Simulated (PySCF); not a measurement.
# HfNH: singlet, from a bent start

The task is one start of a wider search on HfNH: the singlet, from a bent start. It is relaxed, tested by its Hessian and followed downhill if it is a saddle.

Computed with PySCF 2.14.0. Level: PBE0, basis Hf def2-TZVP with ECP60, N def2-TZVP, H def2-TZVP, scalar-relativistic core potentials, no spin–orbit coupling, density fitting.

## Step 1: Starting geometry

3 atoms, charge 0, spin multiplicity 1.

Bond lengths: Hf1–N2 1.880 Å, Hf1–H3 1.840 Å. Angles: N2–Hf1–H3 110.0°.

```xyz
3
charge 0 multiplicity 1
Hf    0.0000    0.0000    0.0000
N    -1.5400    0.0000    1.0783
H     1.5072    0.0000    1.0554
```

## Step 2: The SCF at the typed geometry

The steps below are one call of a driver around PySCF. For each, scf.py gives the equivalent set-up of the SCF; relaxations use the driver's own optimiser. After this first run the driver tries any further starts and a stability analysis.

scf.py

```python
from pyscf import gto, scf, dft
mol = gto.M(atom='''
Hf     0.000000     0.000000     0.000000
N     -1.540000     0.000000     1.078300
H      1.507200     0.000000     1.055400''',
    basis={'Hf': 'def2-TZVP', 'N': 'def2-TZVP', 'H': 'def2-TZVP'},
    ecp={'Hf': 'def2-TZVP'},
    charge=0, spin=0)
mf = dft.RKS(mol, xc='PBE0')
mf.grids.atom_grid = (50, 194)
aux = {'Hf': 'def2-universal-JKFIT', 'N': 'def2-universal-JKFIT', 'H': 'def2-universal-JKFIT'}
mf = mf.density_fit(auxbasis=aux)
mf.conv_tol = 1e-08
mf.diis_space = 10
mf.max_cycle = 60
mf.init_guess = 'minao'
mf.verbose = 4
mf.kernel()
```

Started as:

```sh
$ OMP_NUM_THREADS=2 python axn.py task.json out
```

Output (excerpt; [...] marks lines left out):

```text
[... the frontier levels of the middle cycles are left out ...]
init E= -84.8127690532516
  HOMO = -0.448952411106262  LUMO = -0.310044482498588  gap/eV = 3.77988
cycle= 1 E= -102.945839735719  delta_E= -18.1  |g|= 0.907  |ddm|= 6.17
  HOMO = -0.0823745028187152  LUMO = -0.0779612236401633  gap/eV = 0.12009
cycle= 2 E= -98.8087314627274  delta_E= 4.14  |g|= 2.87  |ddm|= 3.01
  HOMO = -0.205175501750766  LUMO = -0.0867186859274192  gap/eV = 3.22337
cycle= 3 E= -103.051911618275  delta_E= -4.24  |g|= 0.58  |ddm|= 2.89
cycle= 4 E= -103.131582056806  delta_E= -0.0797  |g|= 0.32  |ddm|= 0.605
cycle= 5 E= -103.155767874495  delta_E= -0.0242  |g|= 0.0681  |ddm|= 0.256
cycle= 6 E= -103.156161047116  delta_E= -0.000393  |g|= 0.0599  |ddm|= 0.0407
cycle= 7 E= -103.156848405824  delta_E= -0.000687  |g|= 0.0289  |ddm|= 0.0201
cycle= 8 E= -103.157047631609  delta_E= -0.000199  |g|= 0.00788  |ddm|= 0.0153
cycle= 9 E= -103.157063705108  delta_E= -1.61e-05  |g|= 0.000906  |ddm|= 0.00473
cycle= 10 E= -103.157063959373  delta_E= -2.54e-07  |g|= 0.000284  |ddm|= 0.001
cycle= 11 E= -103.157064000921  delta_E= -4.15e-08  |g|= 5.44e-05  |ddm|= 0.000417
cycle= 12 E= -103.157064012269  delta_E= -1.13e-08  |g|= 4.39e-05  |ddm|= 0.000405
cycle= 13 E= -103.157064013917  delta_E= -1.65e-09  |g|= 1.28e-05  |ddm|= 0.000138
  HOMO = -0.21479388833945  LUMO = -0.114428509168418  gap/eV = 2.73108
Extra cycle  E= -103.15706401329  delta_E= 6.27e-10  |g|= 5.59e-05  |ddm|= 4.45e-05
converged SCF energy = -103.15706401329
```

This step, with its further starts and checks, ran for 4.7 s (2 threads of Arm Neoverse V2, shared host).

The starts that the driver tried:

```tsv
start	energy (Eh)
the minimal-basis guess	-103.157064
a thermally smeared density	-103.157064
a smeared PBE density	-103.157064
```

The test of internal stability and the other starts found no lower closed-shell solution.

## Step 3: Bent start, singlet: relaxation

The program finds Cs symmetry in the start, which this walk keeps.

Edit scf.py of step 2 so:

```diff
@@ -3,3 +3,3 @@
-Hf     0.000000     0.000000     0.000000
-N     -1.540000     0.000000     1.078300
-H      1.507200     0.000000     1.055400''',
+Hf     0.102821     0.000000    -0.082906
+N     -1.437179     0.000000     0.995394
+H      1.610021     0.000000     0.972494''',
@@ -16 +15,0 @@
-mf.init_guess = 'minao'
```

Steps of the walk:

```tsv
step	energy (Eh)	change (kJ/mol)	largest symmetric gradient (Eh/bohr)
0	-103.157064	0.00	0.08678
1	-103.174520	-45.83	0.01654
2	-103.175271	-47.80	0.00813
3	-103.175492	-48.38	0.00091
4	-103.175508	-48.42	0.00073
5	-103.175510	-48.43	0.00047
6	-103.175512	-48.44	0.00003
```

The walk took 6.6 s.

It settles in Cs symmetry, 48.4 kJ/mol below the start, after 6 steps: Hf–H 1.869 Å, Hf–N 1.723 Å; H–Hf–N 101.4°.

## Step 4: Frequencies

The point is checked on the finer grid, and tightened if its gradient asks for it. The Hessian and the dipole derivatives come from central differences of analytic gradients, with steps of 0.02 bohr.

Edit scf.py of step 3 so:

```diff
@@ -3,3 +3,3 @@
-Hf     0.102821     0.000000    -0.082906
-N     -1.437179     0.000000     0.995394
-H      1.610021     0.000000     0.972494''',
+Hf     0.086299     0.000000    -0.084950
+N     -1.221189     0.000000     1.036927
+H      1.564259     0.000000     1.059229''',
@@ -10 +10 @@
-mf.grids.atom_grid = (50, 194)
+mf.grids.atom_grid = (75, 302)
@@ -13 +13 @@
-mf.conv_tol = 1e-08
+mf.conv_tol = 1e-10
```

This SCF starts from the last density.

Log of the central SCF (cycles and frontier levels):

```text
init E= -103.175553433224
  HOMO = -0.21865524371119  LUMO = -0.105009660738887  gap/eV = 3.09245
cycle= 1 E= -103.175553433217  delta_E= 7.39e-12  |g|= 6.6e-06  |ddm|= 5.86e-06
  HOMO = -0.218656299211831  LUMO = -0.105008903254198  gap/eV = 3.09250
Extra cycle  E= -103.175553433093  delta_E= 1.23e-10  |g|= 2.41e-05  |ddm|= 1.62e-05
converged SCF energy = -103.175553433093
```

The whole step took 20 s.

Geometry: Cs; Hf–H 1.869 Å, Hf–N 1.723 Å; H–Hf–N 101.6°.

Modes, for the most abundant isotopes:

```json
{"symmetry": "a'", "ω (cm⁻¹)": "487", "IR (km/mol)": "44.6"}
{"symmetry": "a'", "ω (cm⁻¹)": "996", "IR (km/mol)": "74.8"}
{"symmetry": "a'", "ω (cm⁻¹)": "1632", "IR (km/mol)": "163"}
```

All wavenumbers are real: a minimum.

Properties at this point:

```
Dipole moment                                                   : 6.93 D
Highest occupied level                                          : -5.95 eV
Lowest empty level                                              : -2.86 eV
Rotational constants                                            : 5.052, 0.4341, 0.3997 cm⁻¹
Zero-point energy                                               : 18.6 kJ/mol
Principal polarisabilities                                      : 33.1, 49.6, 76.1 bohr³
Atomisation energy without zero-point energy                    : 756 kJ/mol
Principal traceless quadrupole moments about the centre of mass : -12.13, 0.88, 11.24 D Å
Entropy at 298.15 K and 1 bar                                   : 262.2 J/(mol K)
Heat capacity Cp at 298.15 K                                    : 40.4 J/(mol K)
Enthalpy at 298.15 K above 0 K                                  : 10.63 kJ/mol
Rotational symmetry number                                      : 1
```

Populations by atom (charges in e):

| atom | Mulliken | Löwdin | polar tensor | Mayer order to Hf1 |
| --- | --- | --- | --- | --- |
| Hf1 | 0.68 | 0.54 | 1.07 | – |
| N2 | -0.52 | -0.40 | -0.74 | 3.08 |
| H3 | -0.16 | -0.14 | -0.33 | 0.97 |

Mulliken populations on Hf1 (outside its core potential): s 2.54, p 6.29, d 2.44, f 0.05.

## Step 5: Would spin polarisation lower it?

At the lowest minimum the closed shell is tested against spin polarisation, on the (50, 194) grid. It is stable.

## Step 6: Summary of results

```
                                 quantity                                      value
                                  minimum                                singlet, Cs
                                 geometry  Hf–H 1.869 Å, Hf–N 1.723 Å; H–Hf–N 101.6°
                       wavenumbers (cm⁻¹)              487 (a'), 996 (a'), 1632 (a')
                            dipole moment                                     6.93 D
     highest occupied, lowest empty level                            -5.95, -2.86 eV
               polar-tensor charge of Hf1                                    +1.07 e
                        zero-point energy                                18.6 kJ/mol
                      entropy at 298.15 K                            262.2 J/(mol K)
atomisation energy (no zero-point energy)                                 756 kJ/mol
```

**Reading.** The molecule stays Cs, as typed, and the end point is a minimum. The strongest infrared band lies at 1632 cm⁻¹ (a', stretch). With 6.9 D the molecule is strongly polar. Other starts or spin states, not run here, may lie lower. With an element this heavy the missing spin–orbit coupling can shift these numbers.

The search up to here ran for 33 s (2 threads of Arm Neoverse V2, shared host).
